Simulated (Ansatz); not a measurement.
# BH3 + NH3 + NH3: a complex and its separated parts

Aim: how far the complex at one end of a reaction step lies below its separated, relaxed parts, level by level.

Method: PBE0-D4/def2-TZVP structures, single points in def2-TZVPP, no counterpoise correction; program: Ansatz 0.2.0, Gaussian basis.

Levels: SPW92, PBE-D4, BLYP-D4, r2SCAN-D4, B97M-V, PBE0-D4, B3LYP-D4, r2SCAN0-D4, BHLYP-D4, CAM-B3LYP-D4, wB97X-V, wB97M-V, B2PLYP, PBE-QIDH, RPA on PBE, Hartree-Fock, MP2, CCSD, CCSD(T).

Correlated methods freeze the cores. B3LYP uses VWN-RPA correlation. B2PLYP carries no dispersion term here.

113 further runs of the same task are left out: 113 set aside as unsound or not needed.

**1. The starting structure**

The complex: 12 atoms, charge 0, spin multiplicity 1.

Atoms are counted from 1 here; the program's logs count them from 0.

Bond lengths: B1–H2 1.218 Å, B1–H3 1.213 Å, B1–H4 1.218 Å, B1–N6 1.623 Å, H5–N6 1.035 Å, N6–H9 1.014 Å, N6–H10 1.014 Å, H7–N8 1.017 Å, N8–H11 1.013 Å, N8–H12 1.012 Å. Angles: H2–B1–H3 112.6°, H2–B1–H4 112.2°, H2–B1–N6 105.7°, H3–B1–H4 112.6°, H3–B1–N6 107.5°, H4–B1–N6 105.7°, B1–N6–H5 107.9°, B1–N6–H9 111.5°, B1–N6–H10 111.5°, H5–N6–H9 109.1°, H5–N6–H10 109.1°, H9–N6–H10 107.8°, H7–N8–H11 107.5°, H7–N8–H12 107.5°, H11–N8–H12 107.5°.

As a file:

```xyz
12
BH9N2
B    -1.19605   -0.25061   -0.80587
H    -0.45774   -1.08957   -1.28940
H    -2.36862   -0.52734   -0.94385
H    -0.93217    0.87320   -1.19337
H     0.12201   -0.01530    0.90969
N    -0.87755   -0.25178    0.78538
H     1.45956    0.38313   -0.71844
N     1.86494    0.44243    0.21194
H    -1.05696   -1.16000    1.19901
H    -1.44321    0.43071    1.27768
H     2.24661    1.37421    0.31827
H     2.63917   -0.20897    0.24898
```

Its parts: BH3 holds atoms 1, 2, 3, 4; NH3 holds atoms 5, 6, 9, 10; NH3 holds atoms 7, 8, 11, 12. Each part counts its atoms afresh in its own runs.

**2. Relaxing BH3 alone**

File relax-a/in.yaml:

```yaml
crystal:
  periodic: [false, false, false]
  atoms:
    - {symbol: B, position_ang: [-1.196045, -0.250606, -0.805871]}
    - {symbol: H, position_ang: [-0.457741, -1.089574, -1.289403]}
    - {symbol: H, position_ang: [-2.368623, -0.527340, -0.943852]}
    - {symbol: H, position_ang: [-0.932171, 0.873195, -1.193369]}
basis:
  gaussian: {orbitals: def2-TZVP}
hamiltonian: {xc: pbe0, dispersion: d4}
relax: {f_tol: 0.005, max_steps: 200}
```

Run with:

```sh
ansatz run in.yaml --threads 4 --pin off --events-out ev --progress --plain --max-ram 9574MiB
```

After this run come: Relaxing NH3 alone; Relaxing NH3 alone; SPW92/def2-TZVPP; PBE-D4/def2-TZVPP; BLYP-D4/def2-TZVPP; r2SCAN-D4/def2-TZVPP; B97M-V/def2-TZVPP; PBE0-D4/def2-TZVPP; B3LYP-D4/def2-TZVPP; r2SCAN0-D4/def2-TZVPP; BHLYP-D4/def2-TZVPP; CAM-B3LYP-D4/def2-TZVPP; wB97X-V/def2-TZVPP; wB97M-V/def2-TZVPP; B2PLYP/def2-TZVPP; PBE-QIDH/def2-TZVPP; RPA on PBE/def2-TZVPP; CCSD(T)/def2-TZVPP; CCSD(T)/def2-QZVPP; Vibrations of BH3; Vibrations of NH3; Vibrations of NH3.

What does the calculation give? Wanted: complex less parts, CCSD(T)/def2-TZVPP; with zero-point energy; largest T1 diagnostic.

As calculated:

```
                              quantity      value
complex less parts, CCSD(T)/def2-TZVPP  -1.821 eV
                with zero-point energy  -1.483 eV
                 largest T1 diagnostic      0.008
```

What this shows: At CCSD(T) the complex lies 1.821 eV below its parts. B3LYP-D4 is the best functional here (+0.006 eV from CCSD(T)); SPW92 is the worst (-0.927 eV). Mean unsigned error by rung: LDA 0.927, GGA 0.151, meta-GGA 0.121, hybrid 0.113, range-separated hybrid 0.059, double hybrid 0.108 eV. PBE-D4 gives a relative energy 0.280 eV too low, outside chemical accuracy (1 kcal/mol, 0.043 eV). No counterpoise was applied, and triple zeta lacks some correlation, so the CCSD(T) reference has a basis error of its own, and close matches with it are partly luck.
